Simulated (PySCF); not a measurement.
# MP2/ANO-RCC-VDZ (sfX2C) run of C2H7NOSi (SMILES NC[SiH2]C=O)

What is the vertical singlet–triplet gap of C2H7NOSi at MP2/ANO-RCC-VDZ (sfX2C)? The job is set up through a Python script.

Program for the calculation: PySCF 2.14.0.

## 1. The structure to begin with

C2H7NOSi has 12 atoms, charge 0, and is taken as a singlet. SMILES: `NC[SiH2]C=O`. Geometry: relaxed at GFN2-xTB. This is one conformer, not always the lowest.

Bond lengths: N1–C2 1.456 Å, C2–Si3 1.925 Å, Si3–C4 1.918 Å, C4–O5 1.209 Å, N1–H6 1.016 Å, N1–H7 1.015 Å, C2–H8 1.093 Å, C2–H9 1.094 Å, Si3–H10 1.464 Å, Si3–H11 1.461 Å, C4–H12 1.111 Å. Some angles: N1–C2–Si3 114.4°, C2–Si3–C4 103.1°, Si3–C4–O5 121.7°, N1–C2–H8 107.6°, N1–C2–H9 107.2°, Si3–C2–H8 110.4°, Si3–C2–H9 110.4°, C2–N1–H6 110.5°, C2–N1–H7 110.6°, C2–Si3–H10 109.7°.

## 2. A single-point energy at MP2/ANO-RCC-VDZ (sfX2C)

The input, input.xyz:

```xyz
12

N     -0.402010     0.997210     1.454250
C     -0.172820    -0.408970     1.152860
Si     0.735240    -0.727790    -0.514820
C     -0.369370     0.183440    -1.791440
O     -0.693700     1.337890    -1.639930
H     -0.923600     1.441970     0.704760
H      0.479730     1.491620     1.541240
H      0.395710    -0.836180     1.983230
H     -1.148370    -0.904090     1.157420
H      2.039510    -0.063060    -0.501060
H      0.820890    -2.140890    -0.876010
H     -0.761210    -0.371150    -2.670490
```

The input, calc.py:

```python
# NC[SiH2]C=O
from pyscf import gto, mp

system = gto.M(
    atom='input.xyz',
    max_memory=1860,
    basis='ano-rcc-vdz',
    verbose=4,
    spin=0,
)

calc0 = system.RHF()
calc0 = calc0.sfx2c1e()
calc0.conv_tol = 1e-10
calc0.kernel()
if not calc0.converged:
    calc0 = calc0.newton().run(calc0.mo_coeff, calc0.mo_occ)

pt = mp.MP2(calc0, frozen=9).run()
e_final = pt.e_tot
print('E(%s) = %.9f' % ('MP2', e_final))
```

Command:

```console
$ OMP_NUM_THREADS=1 python calc.py
```

Log:

```text
PySCF version 2.14.0

[INPUT] num. atoms = 12
[INPUT] num. electrons = 48
[INPUT] charge = 0
[INPUT] spin (= nelec alpha-beta = 2S) = 0
[INPUT] symmetry False subgroup None
[INPUT] Mole.unit = angstrom
[INPUT] Symbol           X                Y                Z      unit          X                Y                Z       unit  Magmom
[INPUT]  1 N     -0.402010000000   0.997210000000   1.454250000000 AA   -0.759688799336   1.884453788678   2.748134216649 Bohr   0.0
[INPUT]  2 C     -0.172820000000  -0.408970000000   1.152860000000 AA   -0.326582468847  -0.772841293163   2.178589659966 Bohr   0.0
[INPUT]  3 Si     0.735240000000  -0.727790000000  -0.514820000000 AA    1.389402235825  -1.375323776197  -0.972868803449 Bohr   0.0
[INPUT]  4 C     -0.369370000000   0.183440000000  -1.791440000000 AA   -0.698008138631   0.346651360290  -3.385330968591 Bohr   0.0
[INPUT]  5 O     -0.693700000000   1.337890000000  -1.639930000000 AA   -1.310903012611   2.528245684794  -3.099018563458 Bohr   0.0
[INPUT]  6 H     -0.923600000000   1.441970000000   0.704760000000 AA   -1.745351048648   2.724928379839   1.331803383548 Bohr   0.0
[INPUT]  7 H      0.479730000000   1.491620000000   1.541240000000 AA    0.906558313738   2.818753281924   2.912521492225 Bohr   0.0
[INPUT]  8 H      0.395710000000  -0.836180000000   1.983230000000 AA    0.747783524752  -1.580151190839   3.747761542021 Bohr   0.0
[INPUT]  9 H     -1.148370000000  -0.904090000000   1.157420000000 AA   -2.170104789667  -1.708482491958   2.187206811094 Bohr   0.0
[INPUT] 10 H      2.039510000000  -0.063060000000  -0.501060000000 AA    3.854115328312  -0.119166129415  -0.946866171975 Bohr   0.0
[INPUT] 11 H      0.820890000000  -2.140890000000  -0.876010000000 AA    1.551257278394  -4.045695762820  -1.655418982380 Bohr   0.0
[INPUT] 12 H     -0.761210000000  -0.371150000000  -2.670490000000 AA   -1.438478423280  -0.701371851132  -5.046494718390 Bohr   0.0

nuclear repulsion = 224.065655875958
number of shells = 17
number of NR pGTOs = 273
number of NR cGTOs = 63
basis = ano-rcc-vdz
ecp = {}

******** <class 'pyscf.x2c.sfx2c1e.sfX2C1eRHF'> ********
method = sfX2C1eRHF
initial guess = minao
damping factor = 0
level_shift factor = 0
DIIS = <class 'pyscf.scf.diis.CDIIS'>
diis_start_cycle = 1
diis_space = 8
diis_damp = 0
SCF conv_tol = 1e-10
SCF conv_tol_grad = None
SCF max_cycles = 50
direct_scf = True
direct_scf_tol = 1e-13

******** <class 'pyscf.x2c.sfx2c1e.SpinFreeX2CHelper'> ********
approx = 1e
xuncontract = 1
Set gradient conv threshold to 1e-05
Initial guess from minao.
init E= -499.272917356439
  HOMO = -0.214729889532061  LUMO = -0.0259237012478626  gap/eV = 5.13768
cycle= 1 E= -498.505925317851  delta_E= 0.767  |g|= 0.678  |ddm|= 4.55
  HOMO = -0.326132555785347  LUMO = 0.0423001545351065  gap/eV = 10.02556
cycle= 2 E= -498.567431123296  delta_E= -0.0615  |g|= 0.617  |ddm|= 1.33
  HOMO = -0.359975758166347  LUMO = 0.0548573450702818  gap/eV = 11.28818
cycle= 3 E= -498.640975552634  delta_E= -0.0735  |g|= 0.058  |ddm|= 0.66
  HOMO = -0.356683855241405  LUMO = 0.0731202691441863  gap/eV = 11.69557
cycle= 4 E= -498.643068368156  delta_E= -0.00209  |g|= 0.025  |ddm|= 0.169
  HOMO = -0.358805013712641  LUMO = 0.0709743614474587  gap/eV = 11.69489
cycle= 5 E= -498.643405163726  delta_E= -0.000337  |g|= 0.0105  |ddm|= 0.0708
  HOMO = -0.360045347670498  LUMO = 0.0710568840737387  gap/eV = 11.73089
cycle= 6 E= -498.643496822456  delta_E= -9.17e-05  |g|= 0.00421  |ddm|= 0.0419
  HOMO = -0.359583980030052  LUMO = 0.0715057378630335  gap/eV = 11.73055
cycle= 7 E= -498.6435070256  delta_E= -1.02e-05  |g|= 0.00143  |ddm|= 0.0122
  HOMO = -0.359700006721357  LUMO = 0.0715470594912815  gap/eV = 11.73483
cycle= 8 E= -498.64350830212  delta_E= -1.28e-06  |g|= 0.000405  |ddm|= 0.00423
  HOMO = -0.359636099556567  LUMO = 0.0715147223686663  gap/eV = 11.73221
cycle= 9 E= -498.643508471107  delta_E= -1.69e-07  |g|= 0.000169  |ddm|= 0.00168
  HOMO = -0.359638158337898  LUMO = 0.0715151133944629  gap/eV = 11.73228
cycle= 10 E= -498.643508509686  delta_E= -3.86e-08  |g|= 0.0001  |ddm|= 0.000728
  HOMO = -0.359624765814083  LUMO = 0.0715117194273915  gap/eV = 11.73182
cycle= 11 E= -498.643508530463  delta_E= -2.08e-08  |g|= 5.2e-05  |ddm|= 0.00063
  HOMO = -0.359627849013985  LUMO = 0.0715095722473835  gap/eV = 11.73185
cycle= 12 E= -498.643508537591  delta_E= -7.13e-09  |g|= 1.73e-05  |ddm|= 0.000483
  HOMO = -0.359626172570634  LUMO = 0.0715097549680213  gap/eV = 11.73181
cycle= 13 E= -498.643508538286  delta_E= -6.94e-10  |g|= 4.35e-06  |ddm|= 0.000172
  HOMO = -0.359626596311947  LUMO = 0.0715090813752268  gap/eV = 11.73180
cycle= 14 E= -498.643508538308  delta_E= -2.22e-11  |g|= 1.51e-06  |ddm|= 2.84e-05
  HOMO = -0.359626529313681  LUMO = 0.0715092123126158  gap/eV = 11.73180
Extra cycle  E= -498.643508538309  delta_E= -1.25e-12  |g|= 9.14e-07  |ddm|= 4.22e-06
converged SCF energy = -498.643508538309

******** <class 'pyscf.mp.mp2.RMP2'> ********
nocc = 15, nmo = 54
frozen orbitals 9
E(RMP2) = -499.113020574173  E_corr = -0.469512035864065
E(SCS-RMP2) = -499.111862018058  E_corr = -0.468353479748895
E_corr(same-spin) = -0.10968572687075
E_corr(oppo-spin) = -0.359826308993315
E(MP2) = -499.113020574
```

Run time: 8.4 s. Hardware: 1 thread of Arm Neoverse V1, shared host; peak memory 0.17 GiB.

## 3. The triplet at the same level

The input, input.py:

```python
from pyscf import gto, mp

molecule = gto.M(
    atom=[
    ('N', (-0.402010, 0.997210, 1.454250)),
    ('C', (-0.172820, -0.408970, 1.152860)),
    ('Si', (0.735240, -0.727790, -0.514820)),
    ('C', (-0.369370, 0.183440, -1.791440)),
    ('O', (-0.693700, 1.337890, -1.639930)),
    ('H', (-0.923600, 1.441970, 0.704760)),
    ('H', (0.479730, 1.491620, 1.541240)),
    ('H', (0.395710, -0.836180, 1.983230)),
    ('H', (-1.148370, -0.904090, 1.157420)),
    ('H', (2.039510, -0.063060, -0.501060)),
    ('H', (0.820890, -2.140890, -0.876010)),
    ('H', (-0.761210, -0.371150, -2.670490)),
],
    charge=0,
    max_memory=1860,
    spin=2,
    verbose=3,
    basis='ano-rcc-vdz',
)

myscf = molecule.UHF()
myscf = myscf.x2c()
myscf.conv_tol = 1e-10
myscf.kernel()
if not myscf.converged:
    myscf = myscf.newton().run(myscf.mo_coeff, myscf.mo_occ)

pt = mp.MP2(myscf, frozen=9).run()
e_final = pt.e_tot
print(f'total energy: {e_final:.8f} hartree')
```

Command:

```console
$ OMP_NUM_THREADS=1 python input.py
```

Log:

```text
WARN: HOMO -0.0259237012478626 >= LUMO -0.214729889532061

converged SCF energy = -498.57834166296  <S^2> = 2.0204057  2S+1 = 3.0135731
E(UMP2) = -498.993640378011  E_corr = -0.415298715051228
E(SCS-UMP2) = -498.992012589765  E_corr = -0.413670926804966
total energy: -498.99364038 hartree
```

It took 8.7 s on 1 thread of Arm Neoverse V1, shared host; peak memory 0.17 GiB.

## 4. Outcome

Level: MP2/ANO-RCC-VDZ (sfX2C), 9 core orbitals frozen.

| quantity | value |
| --- | --- |
| singlet: total energy | -499.11302 Eh |
| singlet: dipole moment (Hartree–Fock density) | 3.83 D |
| singlet: HOMO energy (Hartree–Fock orbitals) | -9.79 eV |
| singlet: LUMO energy (Hartree–Fock orbitals) | 1.95 eV |
| singlet: HOMO–LUMO gap (Hartree–Fock orbitals) | 11.73 eV |
| singlet: correlation energy (9 core orbitals frozen) | -469.5 mEh |
| triplet: total energy | -498.99364 Eh |
| triplet: dipole moment (Hartree–Fock density) | 2.90 D |
| triplet: HOMO energy (Hartree–Fock orbitals) (highest over α and β) | -8.40 eV |
| triplet: LUMO energy (Hartree–Fock orbitals) (lowest over α and β) | 1.15 eV |
| triplet: correlation energy (9 core orbitals frozen) | -415.3 mEh |
| triplet: ⟨S²⟩ of the reference determinant | 2.020 |
| vertical energy of the triplet above the singlet | 3.249 eV |

What this shows: At this shape the triplet lies 3.25 eV (75 kcal/mol) above the singlet. Mulliken charges (singlet) of the mean-field density run from -0.60 on N1 to +1.18 on Si3; they depend strongly on the basis.
